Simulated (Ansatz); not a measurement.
# C3H6STe: one species, many methods

One table from this session's results is given with a row withheld; the runs are named, their logs left out.

Method: functionals in def2-TZVPP, the program's frozen cores in correlated methods; program: Ansatz 0.2.0, Gaussian basis.

Plan: PBE-D4, r2SCAN-D4, PBE0-D4, B3LYP-D4, ωB97X-V, ωB97M-V, B2PLYP; CCSD(T)/def2-TZVPP; MP2/def2-QZVPP; extrapolation to the limit.

## Structure used throughout

The geometry comes from an earlier relaxation with PBE0-D4 in a triple-zeta def2 set; it is a stationary point, not always the lowest conformer. Te takes the def2 core potential; no spin-orbit term is included.

11 atoms, charge 0, spin multiplicity 1.

Atoms are counted from 1 here; the program's logs count them from 0.

Bond lengths: C1–Te2 2.119 Å, C1–H6 1.087 Å, C1–H7 1.094 Å, C1–H8 1.087 Å, Te2–C3 2.100 Å, C3–C4 1.497 Å, C3–S5 1.617 Å, C4–H9 1.093 Å, C4–H10 1.091 Å, C4–H11 1.095 Å. Angles: Te2–C1–H6 109.5°, Te2–C1–H7 104.7°, Te2–C1–H8 109.8°, H6–C1–H7 110.8°, H6–C1–H8 111.1°, H7–C1–H8 110.8°, C1–Te2–C3 96.8°, Te2–C3–C4 111.5°, Te2–C3–S5 125.3°, C4–C3–S5 123.2°, C3–C4–H9 112.7°, C3–C4–H10 110.3°, C3–C4–H11 108.6°, H9–C4–H10 109.7°, H9–C4–H11 107.8°, H10–C4–H11 107.6°.

The first run:

The input, in.yaml:

```yaml
crystal:
  periodic: [false, false, false]
  atoms:
    - {symbol: C, position_ang: [-1.874687, 1.182284, 0.831726]}
    - {symbol: Te, position_ang: [-0.692443, -0.552563, 1.117600]}
    - {symbol: C, position_ang: [0.683713, -0.174038, -0.423429]}
    - {symbol: C, position_ang: [1.668416, -1.292846, -0.566231]}
    - {symbol: S, position_ang: [0.685416, 1.133018, -1.374944]}
    - {symbol: H, position_ang: [-1.891946, 1.765946, 1.749141]}
    - {symbol: H, position_ang: [-1.370840, 1.732562, 0.031110]}
    - {symbol: H, position_ang: [-2.880175, 0.898230, 0.530557]}
    - {symbol: H, position_ang: [1.775070, -1.880217, 0.349786]}
    - {symbol: H, position_ang: [2.641801, -0.903546, -0.867923]}
    - {symbol: H, position_ang: [1.321076, -1.965931, -1.356793]}
basis:
  gaussian: {orbitals: def2-TZVPP}
hamiltonian: {xc: pbe, dispersion: d4}
output: {forces: true, orbitals: {seedname: orbitals}}
```

The run is started by

```console
ansatz run in.yaml --threads 4 --pin off --events-out ev --progress --plain --max-ram 10444MiB
```

Among the steps run: PBE-D4 (GGA); r2SCAN-D4 (meta-GGA); PBE0-D4 (hybrid); B3LYP-D4 (hybrid); ωB97X-V (range-separated); ωB97M-V (range-separated); B2PLYP (double hybrid); CCSD(T) in def2-TZVPP; MP2 in def2-QZVPP.

One table of the session follows, with a row left open; its other results are not shown here.

| method | atomisation energy (eV) |
| --- | --- |
| PBE-D4 | 42.611 |
| r2SCAN-D4 | 41.542 |
| PBE0-D4 | ? |
| B3LYP-D4 | 41.338 |
| ωB97X-V | 41.236 |
| ωB97M-V | 41.231 |
| B2PLYP | 40.818 |
| HF/def2-TZVPP | 29.094 |
| MP2/def2-TZVPP | 40.928 |
| CCSD/def2-TZVPP | 39.337 |
| CCSD(T)/def2-TZVPP | 40.215 |
| MP2/CBS | 42.160 |
| CCSD(T)/CBS | 41.447 |

**Question.** Estimate the row for PBE0-D4.

The run gave: atomisation energy (eV): 41.660. In the column «atomisation energy (eV)» it lies between r2SCAN-D4 (41.542) and MP2/CBS (42.160).
